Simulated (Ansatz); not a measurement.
# TiNi: a tetragonal deformation path

The task here is to estimate one member of a computed series from the others.

Computed with Ansatz 0.2.0 (DFT PBEsol, scalar-relativistic, plane waves, PAW, unless a step's input says otherwise).

## The system as given

Symmetry: P4/mmm, No. 123, tetragonal system. Conventional cell: a = 2.736 Å, b = 2.736 Å, c = 3.581 Å, α = 90.00°, β = 90.00°, γ = 90.00°. Around Ti (site symmetry 4/mmm) lie 8 Ni at 2.64 Å and 4 Ti at 2.74 Å. Ni (site symmetry 4/mmm) is surrounded by 8 Ti at 2.64 Å and 4 Ni at 2.74 Å.

Structure file:

```xyz
2
Lattice="2.7358 0.0000 0.0000 0.0000 2.7358 0.0000 0.0000 0.0000 3.5814" Properties=species:S:1:pos:R:3 pbc="T T T"
Ti    1.3679    1.3679    1.7907
Ni    0.0000    0.0000    0.0000
```

It goes back to an entry of the Materials Project, which need not be the stable form.

No relaxation comes first: the listed cell is the starting point.

The first run:

input.yaml

```yaml
crystal:
  lattice:
    - [2.735803, 0.0, 0.0]
    - [0.0, 2.735803, 0.0]
    - [0.0, 0.0, 3.58141]
  atoms:
    - { symbol: Ti, position: [0.5, 0.5, 0.5] }
    - { symbol: Ni, position: [0.0, 0.0, 0.0] }
basis:
  ecutwfc: 420
kpoints:
  mp_grid: { grid: [20, 20, 14] }
hamiltonian:
  xc: pbesol
scf:
  occupations: { method: gaussian, width: 0.15 }
output:
  forces: true
  stress: true
  eigenvalues: true
```

Among the steps run: Zero of the scan; Point ρ = 0.850; At ρ = 1.200; ρ = 0.920; ρ = 1.100.

One table of the session follows, with a row left open; its other results are not shown here.

Collected from the runs (energy zero: the undisturbed cell):

| ρ | ΔE (meV/atom) | pressure (GPa) |
| --- | --- | --- |
| 0.850 | -16.4 | -4.1 |
| 0.920 | ? | ? |
| 1.000 | 0.0 | -6.3 |
| 1.100 | 28.0 | -7.2 |
| 1.200 | 98.2 | -7.3 |

**Question.** Estimate the row for ρ = 0.920.

Worked estimate for «ΔE (meV/atom)». A straight line through the neighbours (0.850, -16.4) and (1.000, 0.0) gives -16.4 + (0.0 + 16.4) × (0.920 − 0.850) / (1.000 − 0.850) = -8.7; a parabola fitted to 3 rows on both sides gives -12.6.

**Answer.** ΔE (meV/atom): -7.4; pressure (GPa): -5.0. In «ΔE (meV/atom)» the line misses by -1.3 and the parabola by -5.2.

Caveats from the session: The final runs have no spin polarisation, so no magnetic state was tried and one may lie lower.
